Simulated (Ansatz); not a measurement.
# CH6N2OSi: small, medium and large basis sets

How large a basis does CH6N2OSi need? Two functionals are run in growing sets.

Program: Ansatz 0.2.0, Gaussian basis. Level of theory: one geometry, several basis sets. These are calculated values, not measurements.

The runs, in order: PBE0-D4/def2-SVP; ωB97M-V/def2-SVP; PBE0-D4/def2-QZVPP; ωB97M-V/def2-QZVPP; the functionals' def2-TZVPP values are taken from earlier runs.

### Step 1. The geometry

The geometry comes from an earlier relaxation with PBE0-D4 in a triple-zeta def2 set; it is a stationary point, not always the lowest conformer.

SMILES `NC1(O)N[SiH2]1`, 11 atoms, charge 0, spin multiplicity 1.

Atoms are counted from 1 here; the program's logs count them from 0.

Bond lengths: N1–C2 1.421 Å, N1–H6 1.012 Å, N1–H7 1.018 Å, C2–O3 1.401 Å, C2–N4 1.462 Å, C2–Si5 1.859 Å, O3–H8 0.963 Å, N4–Si5 1.738 Å, N4–H9 1.011 Å, Si5–H10 1.481 Å, Si5–H11 1.481 Å. Angles: C2–N1–H6 110.5°, C2–N1–H7 109.3°, H6–N1–H7 107.2°, N1–C2–O3 112.1°, N1–C2–N4 116.2°, N1–C2–Si5 116.6°, O3–C2–N4 112.9°, O3–C2–Si5 126.9°, N4–C2–Si5 61.8°, C2–O3–H8 106.6°, C2–N4–Si5 70.4°, C2–N4–H9 116.2°, Si5–N4–H9 126.1°, C2–Si5–N4 47.8°, C2–Si5–H10 120.5°, C2–Si5–H11 124.0°, N4–Si5–H10 120.5°, N4–Si5–H11 114.8° and more.

### Step 2. PBE0-D4 in def2-SVP

in.yaml reads:

```yaml
crystal:
  periodic: [false, false, false]
  atoms:
    - {symbol: N, position_ang: [0.659185, 1.209827, 0.689867]}
    - {symbol: C, position_ang: [0.396253, -0.061333, 0.112928]}
    - {symbol: O, position_ang: [1.493034, -0.925809, 0.220135]}
    - {symbol: N, position_ang: [-0.865183, -0.693666, 0.493657]}
    - {symbol: Si, position_ang: [-0.965305, -0.137969, -1.149896]}
    - {symbol: H, position_ang: [1.336131, 1.716888, 0.135060]}
    - {symbol: H, position_ang: [1.064177, 1.082066, 1.614595]}
    - {symbol: H, position_ang: [1.135626, -1.818647, 0.264949]}
    - {symbol: H, position_ang: [-1.344348, -0.292254, 1.288324]}
    - {symbol: H, position_ang: [-1.745613, 1.074972, -1.487958]}
    - {symbol: H, position_ang: [-1.098457, -1.211176, -2.161062]}
basis:
  gaussian: {orbitals: def2-SVP}
hamiltonian: {xc: pbe0, dispersion: d4}
output: {orbitals: {seedname: orbitals}}
```

Further steps of the session: ωB97M-V in def2-SVP; PBE0-D4 in def2-QZVPP; ωB97M-V in def2-QZVPP.

Before running them: what should the planned runs give, taken together? Wanted: PBE0-D4: double and triple zeta above quadruple; ωB97M-V: double and triple zeta above quadruple.

The runs gave:

| quantity | value |
| --- | --- |
| PBE0-D4: double and triple zeta above quadruple | 10.71, 0.63 eV |
| ωB97M-V: double and triple zeta above quadruple | 10.90, 0.59 eV |

In words: For PBE0-D4 the step from double to triple zeta gains 10.08 eV and the next only 0.63 eV. These are total energies; as a rule much of such shifts cancels in differences, which this series doesn't test. The LUMO of ωB97M-V is positive and keeps falling with the basis (2.08 to 1.02 eV): an unbound level that the basis holds in place.
